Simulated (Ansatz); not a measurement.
**CH₆BGa: up Jacob's ladder to CCSD(T)**

How much do the methods differ for CH₆BGa? The plan is to run it at one geometry with functionals of several rungs and with coupled cluster, and see how far each lands from CCSD(T) at the basis-set limit for the atomisation energy.

Method: functionals in def2-TZVPP, the program's frozen cores in correlated methods; program: Ansatz 0.2.0, Gaussian basis.

Levels to be run: LDA (SPW92), PBE-D4, revPBE-D4, BLYP-D4, r2SCAN-D4, B97M-V, PBE0-D4, B3LYP-D4, r2SCANh-D4, r2SCAN0-D4, HSE06-D4, BHLYP-D4, CAM-B3LYP-D4, LC-ωPBE, ωB97X-V, ωB97M-V, B2PLYP, PBE-QIDH; CCSD(T)/def2-SVP; CCSD(T)/def2-TZVPP; MP2/def2-QZVPP; extrapolation to the limit; RPA on PBE.

### Step 1. Structure used throughout

All runs share one geometry, relaxed beforehand with PBE0-D4 in a triple-zeta def2 set.

SMILES `B[CH2][GaH2]`, 9 atoms, charge 0, spin multiplicity 1.

Atoms are counted from 1 here; the program's logs count them from 0.

Bond lengths: B1–C2 1.513 Å, B1–H4 1.200 Å, B1–H5 1.200 Å, C2–Ga3 2.011 Å, C2–H6 1.095 Å, C2–H7 1.090 Å, Ga3–H8 1.567 Å, Ga3–H9 1.567 Å. Angles: C2–B1–H4 120.6°, C2–B1–H5 120.8°, H4–B1–H5 118.3°, B1–C2–Ga3 101.7°, B1–C2–H6 116.1°, B1–C2–H7 117.9°, Ga3–C2–H6 100.6°, Ga3–C2–H7 104.3°, H6–C2–H7 113.0°, C2–Ga3–H8 119.2°, C2–Ga3–H9 118.2°, H8–Ga3–H9 122.4°.

### Step 2. LDA

This LDA is Slater exchange with PW92 correlation.

The input, in.yaml:

```yaml
crystal:
  periodic: [false, false, false]
  atoms:
    - {symbol: B, position_ang: [-0.663210, 0.688627, -0.993499]}
    - {symbol: C, position_ang: [0.672341, 0.288556, -0.406274]}
    - {symbol: Ga, position_ang: [0.107034, -0.816929, 1.175625]}
    - {symbol: H, position_ang: [-1.250440, -0.048923, -1.735949]}
    - {symbol: H, position_ang: [-1.202973, 1.706788, -0.657291]}
    - {symbol: H, position_ang: [1.245320, -0.451493, -0.974354]}
    - {symbol: H, position_ang: [1.296590, 1.072989, 0.022795]}
    - {symbol: H, position_ang: [-0.395296, -2.282776, 0.944199]}
    - {symbol: H, position_ang: [0.279133, -0.203239, 2.607649]}
basis:
  gaussian: {orbitals: def2-TZVPP}
hamiltonian: {xc: lda}
output: {orbitals: {seedname: orbitals}}
```

Started as:

```bash
$ ansatz run in.yaml --threads 2 --pin off --events-out ev --progress --plain --max-ram 4352MiB
```

After this run come: PBE-D4 (GGA); revPBE-D4 (GGA); BLYP-D4 (GGA); r2SCAN-D4 (meta-GGA); B97M-V (meta-GGA); PBE0-D4 (hybrid); B3LYP-D4 (hybrid); r2SCANh-D4 (hybrid); r2SCAN0-D4 (hybrid); HSE06-D4 (hybrid); BHLYP-D4 (hybrid); CAM-B3LYP-D4 (range-separated); LC-ωPBE (range-separated); ωB97X-V (range-separated); ωB97M-V (range-separated); B2PLYP (double hybrid); PBE-QIDH (double hybrid); CCSD(T) in def2-SVP; CCSD(T) in def2-TZVPP; MP2 in def2-QZVPP; RPA on PBE orbitals.

Q: Predict the results of all the runs planned. Wanted: atomisation energy, CCSD(T)/CBS; farthest beyond LDA; mean size of error, GGA; mean size of error, meta-GGA; mean size of error, hybrid; mean size of error, range-separated; mean size of error, double hybrid; gap, smallest and largest; T1 diagnostic.

The runs gave:

| quantity | value |
| --- | --- |
| atomisation energy, CCSD(T)/CBS | 2845.4 kJ/mol |
| functionals within 28.5 kJ/mol (1.0 %) | PBE-D4, r2SCAN-D4, B97M-V, PBE0-D4, B3LYP-D4, r2SCANh-D4, r2SCAN0-D4, HSE06-D4, CAM-B3LYP-D4, LC-ωPBE, ωB97X-V, ωB97M-V, B2PLYP, PBE-QIDH |
| farthest beyond LDA | revPBE-D4 (-42.1 kJ/mol) |
| mean size of error, GGA | 28.0 kJ/mol |
| mean size of error, meta-GGA | 23.8 kJ/mol |
| mean size of error, hybrid | 8.3 kJ/mol |
| mean size of error, range-separated | 9.3 kJ/mol |
| mean size of error, double hybrid | 12.3 kJ/mol |
| gap, smallest and largest | 3.98 eV (LDA (SPW92)), 10.87 eV (LC-ωPBE) |
| T1 diagnostic | 0.0125 |
| triples share of the correlation energy | 3.7 % |

What this shows: LDA overbinds by 332.8 kJ/mol (12 %). PBE-D4 is off by +9.6 kJ/mol. Double hybrids carry the basis error of their MP2 part in triple zeta, and no dispersion term here, so their miss is partly the set-up's. The rungs hybrid, range-separated, double hybrid, meta-GGA, GGA miss on average by less than the doubt on the reference (28.5 kJ/mol), so they tie. Misses under about 28.5 kJ/mol are within the doubt on the reference itself, which lacks core-valence correlation, relativity and higher excitations, and its outer-core shells are covered unevenly. Hartree-Fock recovers 78 % of the binding; the rest is correlation. CCSD(T) in def2-SVP is off by -119.0 kJ/mol, more than most functionals: a good method in a small basis is no reference. Orbital gaps span 4.0 to 10.9 eV; exact exchange widens them. Correlated methods include outer-core shells of Ga, which these sets cover unevenly.
